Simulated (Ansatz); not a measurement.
**Cl3HSZr: small, medium and large basis sets**

The task here is to estimate one member of a computed series from the others.

Computed with Ansatz 0.2.0, Gaussian basis. Level: one geometry, several basis sets.

Plan: PBE0-D4/def2-SVP; ωB97M-V/def2-SVP; PBE0-D4/def2-QZVPP; ωB97M-V/def2-QZVPP; the functionals' def2-TZVPP values are taken from earlier runs.

### The relaxed structure

All runs share one geometry, relaxed beforehand with PBE0-D4 in a triple-zeta def2 set. Zr takes the def2 core potential; no spin-orbit term is included.

SMILES `[SH][Zr]([Cl])([Cl])[Cl]`, 6 atoms, charge 0, spin multiplicity 1.

Atoms are counted from 1 here; the program's logs count them from 0.

Bond lengths: S1–Zr2 2.411 Å, S1–H6 1.350 Å, Zr2–Cl3 2.316 Å, Zr2–Cl4 2.324 Å, Zr2–Cl5 2.324 Å. Angles: Zr2–S1–H6 90.0°, S1–Zr2–Cl3 106.0°, S1–Zr2–Cl4 108.9°, S1–Zr2–Cl5 108.9°, Cl3–Zr2–Cl4 112.3°, Cl3–Zr2–Cl5 112.3°, Cl4–Zr2–Cl5 108.4°.

Set-up of the first run:

Input file in.yaml:

```yaml
crystal:
  periodic: [false, false, false]
  atoms:
    - {symbol: S, position_ang: [-1.764391, 0.868435, -0.029216]}
    - {symbol: Zr, position_ang: [0.503282, 0.052351, 0.049147]}
    - {symbol: Cl, position_ang: [1.829849, 1.899002, 0.490404]}
    - {symbol: Cl, position_ang: [0.662287, -1.565890, 1.709051]}
    - {symbol: Cl, position_ang: [1.018386, -0.934901, -1.990322]}
    - {symbol: H, position_ang: [-2.207313, -0.382897, -0.275163]}
basis:
  gaussian: {orbitals: def2-SVP}
hamiltonian: {xc: pbe0, dispersion: d4}
output: {orbitals: {seedname: orbitals}}
```

Among the steps run: PBE0-D4 in def2-SVP; ωB97M-V in def2-SVP; PBE0-D4 in def2-QZVPP; ωB97M-V in def2-QZVPP.

One of the session's tables, all rows but one given; the rest of the session is left out.

It belongs to the step «Functionals by basis». 

| functional | basis | HOMO (eV) | LUMO (eV) |
| --- | --- | --- | --- |
| PBE0-D4 | def2-SVP | ? | ? |
| PBE0-D4 | def2-TZVPP | -8.29 | -2.74 |
| PBE0-D4 | def2-QZVPP | -8.29 | -2.74 |
| ωB97M-V | def2-SVP | -10.36 | -0.58 |
| ωB97M-V | def2-TZVPP | -10.41 | -0.65 |
| ωB97M-V | def2-QZVPP | -10.43 | -0.67 |

Q: Estimate the row for PBE0-D4, def2-SVP from the others.

The run gave: HOMO (eV): -8.29; LUMO (eV): -2.72.
